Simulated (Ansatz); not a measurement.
# Be2Al: the cost of one run

Program: Ansatz 0.2.0. Level of theory: DFT PBE, scalar-relativistic, plane waves, PAW. These are calculated values, not measurements.

1 further run of the same task is left out (it didn't finish).

## Step 1: Starting point

The structure is tetragonal, space group I4/mmm (No. 139). The conventional cell has a = 2.874 Å, b = 2.874 Å, c = 7.051 Å, α = 90.00°, β = 90.00°, γ = 90.00°. Be (site symmetry 4mm) is surrounded by 5 Be at 2.33 to 2.36 Å and 5 Al at 2.34 to 2.36 Å. Al (site symmetry 4/mmm) has 10 Be at 2.34 to 2.36 Å as nearest neighbours.

As a file:

```cif
data_structure
_symmetry_space_group_name_H-M 'P 1'
_symmetry_Int_Tables_number 1
_cell_length_a 4.0695
_cell_length_b 4.0695
_cell_length_c 4.0695
_cell_angle_alpha 138.639
_cell_angle_beta 138.639
_cell_angle_gamma 59.926
_cell_volume 29.13
loop_
_atom_site_label
_atom_site_type_symbol
_atom_site_fract_x
_atom_site_fract_y
_atom_site_fract_z
_atom_site_occupancy
Be1 Be 0.66500 0.66500 0.00000 1
Be2 Be 0.33500 0.33500 0.00000 1
Al1 Al 0.00000 0.00000 0.00000 1
```

This is candidate A: MoSi2 (C11b) type (I4/mmm, No. 139).

(A quick probe on a coarse mesh, which set the mesh and smearing, is not shown.)

## Step 3: A loose first relaxation (candidate A)

Input file input.yaml:

```yaml
crystal:
  lattice:
    - [-1.4371940549, 1.4371940549, 3.5256166659]
    - [1.4371940549, -1.4371940549, 3.5256166659]
    - [1.4371940549, 1.4371940549, -3.5256166659]
  atoms:
    - { symbol: Be, position: [0.665, 0.665, 0.0] }
    - { symbol: Be, position: [0.335, 0.335, 0.0] }
    - { symbol: Al, position: [0.0, 0.0, 0.0] }
basis:
  ecutwfc: 420
kpoints:
  mp_grid: { grid: [8, 8, 8] }
hamiltonian:
  xc: pbe
scf:
  occupations: { method: gaussian, width: 0.1 }
  lower_state_search: "off"
output:
  forces: true
  stress: true
  eigenvalues: true
relax:
  adjacent_minimum: "off"
  f_tol: 0.04
  max_steps: 70
  cell: { stress_tol: 0.4 }
```

Launch:

```console
$ ansatz run input.yaml --threads 1 --pin off --max-ram 2560MiB --backend cpu --events-out ev --progress --plain --runs-dir out
```

Q: Estimate wall time and peak memory on 1 thread of Arm Neoverse V1, shared host.

About 12 s, with a peak of 0.3 GiB.
